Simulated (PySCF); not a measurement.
# CsCa: from the state search to spectroscopic constants

The task here is to estimate one member of a computed series from the others.

Method: Cs def2-SVP with ECP46, Ca def2-SVP, scalar-relativistic core potentials; program: PySCF 2.14.0.

The first run:

Settings of the job:

```
atoms                         : Cs, Ca
charge                        : 0
basis                         : Cs def2-SVP with ECP46, Ca def2-SVP
Hamiltonian                   : scalar-relativistic core potentials
basis functions               : 48
electrons treated             : 29
masses in u                   : 132.9054, 39.9626
levels                        : PBE0, PBE, r²SCAN, M06-2X, B2PLYP, BLYP, HSE06, HF, MP2, SCS-MP2, CCSD, CCSD(T)
grid                          : 80 radial by 434 angular points
occupations                   : held fixed by the projection of orbital angular momentum
dissociation limit            : Cs + Ca, each in its ground configuration
starting distance in angstrom : 3.795
values of 2S to try           : 1, 3
```

On the command line:

```sh
OMP_NUM_THREADS=1 python dia.py task.json out
```

Steps of the session up to this table: The job; PBE0 along the bond; Higher solutions at PBE0; PBE; r²SCAN; M06-2X (hybrid meta-GGA); B2PLYP (double hybrid); BLYP (GGA); HSE06; ROHF (mean field); Correlated methods on the Hartree–Fock reference.

One table of the session follows, with a row left open; its other results are not shown here.

It belongs to the step «The curves together». Energy (eV) from each level's lowest point:

| R (Å) | ROHF | ROHF-MP2 | ROHF-SCS-MP2 | ROHF-CCSD | ROHF-CCSD(T) |
| --- | --- | --- | --- | --- | --- |
| 4.055 | 0.319 | 0.149 | 0.164 | n/a | n/a |
| 4.244 | 0.217 | 0.080 | 0.091 | 0.071 | 0.063 |
| 4.432 | 0.146 | 0.038 | 0.046 | 0.031 | 0.025 |
| 4.574 | ? | ? | ? | ? | ? |
| 4.715 | 0.077 | 0.007 | 0.011 | 0.004 | 0.002 |
| 4.856 | 0.055 | 0.002 | 0.004 | 0.000 | 0.000 |
| 5.045 | 0.034 | 0.000 | 0.000 | 0.001 | 0.003 |
| 5.281 | 0.018 | 0.004 | 0.001 | 0.007 | 0.012 |
| 5.564 | 0.007 | 0.012 | 0.008 | 0.018 | 0.025 |
| 5.941 | 0.000 | 0.026 | 0.019 | n/a | n/a |

Estimate the missing values for R (Å) = 4.574.

Worked estimate for «ROHF». A straight line through the neighbours (4.432, 0.146) and (4.715, 0.077) gives 0.146 + (0.077 − 0.146) × (4.574 − 4.432) / (4.715 − 4.432) = 0.111; a parabola fitted to 4 rows on both sides gives 0.106.

**Answer.** ROHF: 0.106; ROHF-MP2: 0.019; ROHF-SCS-MP2: 0.025; ROHF-CCSD: 0.013; ROHF-CCSD(T): 0.010. In «ROHF» the line misses by +0.005 and the parabola by 0.000.

Limits of these values: The bond is weak, and basis-set superposition, which was not computed, may be a sizeable part of it.
